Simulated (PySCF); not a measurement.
# H4Pr (Pr(H)4-): the cost of one run

Method: several levels, as the steps say, no spin–orbit coupling; program: PySCF 2.14.0.

1 further run of the same task is left out (for a known fault of the program).

## Step 1: The starting structure

5 atoms, charge -1, spin multiplicity 1.

Bond lengths: Pr1–H2 2.182 Å, Pr1–H3 2.182 Å, Pr1–H4 2.182 Å, Pr1–H5 2.182 Å. Angles: H2–Pr1–H3 109.5°, H2–Pr1–H4 109.5°, H2–Pr1–H5 109.5°, H3–Pr1–H4 109.5°, H3–Pr1–H5 109.5°, H4–Pr1–H5 109.5°.

As a file:

```xyz
5
charge -1, multiplicity 1
Pr    0.00000    0.00000    0.00000
H     1.25979    1.25979    1.25979
H    -1.25979   -1.25979    1.25979
H     1.25979   -1.25979   -1.25979
H    -1.25979    1.25979   -1.25979
```

Formal oxidation states: Pr +3. Each metal's 2 4f electrons lie in its core potential, so multiplicities, spins and levels count the valence alone. An earlier session relaxed this geometry at PBE0, Pr lcecp-1-SVP with ECP48, H def2-SVP (singlet, point group Td).

At PBE0 on the finer grid: E = -35.211133 Eh, HOMO -2.08 eV, LUMO 3.66 eV, Mulliken charge on Pr1 +0.28 e, largest force component 0.001 eV/Å. 

Levels to run: revPBE; CAM-B3LYP; PBE0, TZVP. Hardware: 2 threads of Arm Neoverse V1, shared host.

## Step 2: revPBE

File run.py (the lines that set the calculation):

```python
mol = gto.M(atom='''
Pr     0.00000     0.00000     0.00000
H      1.25979     1.25979     1.25979
H     -1.25979    -1.25979     1.25979
H      1.25979    -1.25979    -1.25979
H     -1.25979     1.25979    -1.25979''',
    basis={'Pr': 'lcecp-1-SVP', 'H': 'def2-SVP'},
    ecp={'Pr': 'lcecp-1-SVP'},
    charge=-1, spin=0)
mf = dft.RKS(mol, xc='PBE_R,PBE')
mf.grids.atom_grid = (75, 302)  # f atoms: unpruned, at least (60, 302)
mf = mf.density_fit()  # fitting sets: Pr AutoAux, H def2-universal-JKFIT
mf.conv_tol = 1e-08; mf.max_cycle = 55
mf.kernel(dm0)  # dm0: the density of the relaxed state
```

Launch:

```bash
> OMP_NUM_THREADS=2 python run.py
```

**Question.** How long does this run take on 2 threads of Arm Neoverse V1, shared host?

About 2.3 s.
